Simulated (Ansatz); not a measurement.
# Al3GaN4: the cost of one run

Method: DFT LDA, scalar-relativistic, plane waves, PAW, in Ansatz 0.2.0.

1 further run of the same task is left out (set aside as unsound or not needed).

### 1 The starting structure

Symmetry: P-43m, No. 215, cubic system. The conventional cell has a = 4.370 Å, b = 4.370 Å, c = 4.370 Å, α = 90.00°, β = 90.00°, γ = 90.00°. Al (site symmetry -42m) is surrounded by 4 N at 1.88 Å. Around Ga (site symmetry -43m) lie 4 N at 1.93 Å. N (site symmetry 3m) is surrounded by 3 Al at 1.88 Å and 1 Ga at 1.93 Å.

As a file:

```
CELL_PARAMETERS angstrom
4.37022 0.00000 0.00000
0.00000 4.37022 0.00000
0.00000 0.00000 4.37022
ATOMIC_POSITIONS crystal
Al 0.50000 0.50000 0.00000
Al 0.50000 0.00000 0.50000
Al 0.00000 0.50000 0.50000
Ga 0.00000 0.00000 0.00000
N 0.74489 0.74489 0.25511
N 0.74489 0.25511 0.74489
N 0.25511 0.74489 0.74489
N 0.25511 0.25511 0.25511
```

It goes back to an entry of the Materials Project, which need not be the stable form.

It is the result of an earlier relaxation at this level (volume 10.43 Å³/atom; gap on the mesh: 3.38 eV).

### 2 Dielectric function

input.yaml reads:

```yaml
crystal:
  lattice:
    - [4.3702240539, 0.0, 0.0]
    - [0.0, 4.3702240539, 0.0]
    - [0.0, 0.0, 4.3702240539]
  atoms:
    - { symbol: Al, position: [0.5, 0.5, 0.0] }
    - { symbol: Al, position: [0.5, 0.0, 0.5] }
    - { symbol: Al, position: [0.0, 0.5, 0.5] }
    - { symbol: Ga, position: [0.0, 0.0, 0.0] }
    - { symbol: "N", position: [0.7448945398, 0.7448945398, 0.2551054602] }
    - { symbol: "N", position: [0.7448945398, 0.2551054602, 0.7448945398] }
    - { symbol: "N", position: [0.2551054602, 0.7448945398, 0.7448945398] }
    - { symbol: "N", position: [0.2551054602, 0.2551054602, 0.2551054602] }
basis:
  ecutwfc: 420
kpoints:
  mp_grid: { grid: [6, 6, 6] }
hamiltonian:
  xc: lda
scf:
  occupations: { method: gaussian, width: 0.01 }
  n_extra_bands: 32
output:
  eigenvalues: true
  optics: { e_range: [0, 14], sigma: 0.1, nscf_kmesh: { grid: [8, 8, 8] } }
checkpoint:
  read: start.run
  write: ck
  compress: false
  write_wavefunctions: false
  write_every: 100000
```

Run with:

```sh
$ ansatz run input.yaml --threads 2 --pin off --max-ram 6144MiB --backend cpu --events-out ev --progress --plain --runs-dir out
```

Q: Estimate wall time and peak memory on 2 threads of Intel Xeon at 2.50GHz (Skylake/Cascade Lake), shared host.

About 85 s, with a peak of 0.91 GiB.
